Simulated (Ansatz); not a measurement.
# AsB: the cost of one run

The runs use Ansatz 0.2.0, Gaussian basis; def2-QZVPP, all electrons in the functionals, frozen cores in the correlation of double hybrids and RPA.

To be run: PBE, BLYP, r2SCAN, B97M-V, PBE0, B3LYP, wB97M-V, B2PLYP, at charge 1, quartet; charge 1, doublet; charge 1, sextet.

6 further runs of the same task are left out: 6 set aside as unsound or not needed.

## (1) The system

The geometry is a PBE0/def2-TZVP stationary point (not a proven minimum). No spin-orbit coupling is included. The filled d shell of As may be among the frozen orbitals whatever the setting's name suggests; the logs give the count.

2 atoms, charge 1, spin multiplicity 4.

Atoms are counted from 1 here; the program's logs count them from 0.

Bond lengths: B1–As2 1.968 Å.

Coordinates:

```xyz
2

B     0.0000    0.0000    0.0000
As    0.0000    0.0000    1.9675
```

No dispersion term is added; B97M-V, wB97M-V hold VV10 nonlocal correlation. B3LYP takes the VWN-RPA correlation.

The geometry shown and the zero of energy belong to the point charge 1, quartet. The yardstick, RCCSD(T), and other wave-function levels (R restricted, U unrestricted, valence and pair active spaces) come from earlier runs.

## (2) PBE, charge 1, quartet

in.yaml

```yaml
crystal:
  periodic: [false, false, false]
  atoms:
    - {symbol: B, position_ang: [0.000000, 0.000000, 0.000000]}
    - {symbol: As, position_ang: [0.000000, 0.000000, 1.967500]}
basis:
  gaussian: {orbitals: "def2-QZVPP.json"}
total_charge: 1
magnetization: {spin_polarized: true, initial_magnetization: 3}
hamiltonian: {xc: {name: PBE}}
output: {orbitals: {seedname: orbitals}}
```

Started as:

```bash
$ ansatz run in.yaml --threads 1 --pin off --events-out ev --progress --plain --max-ram 2393MiB
```

**Question.** How long does this run take on 1 thread of Arm Neoverse V2, shared host?

About 2.5 s.
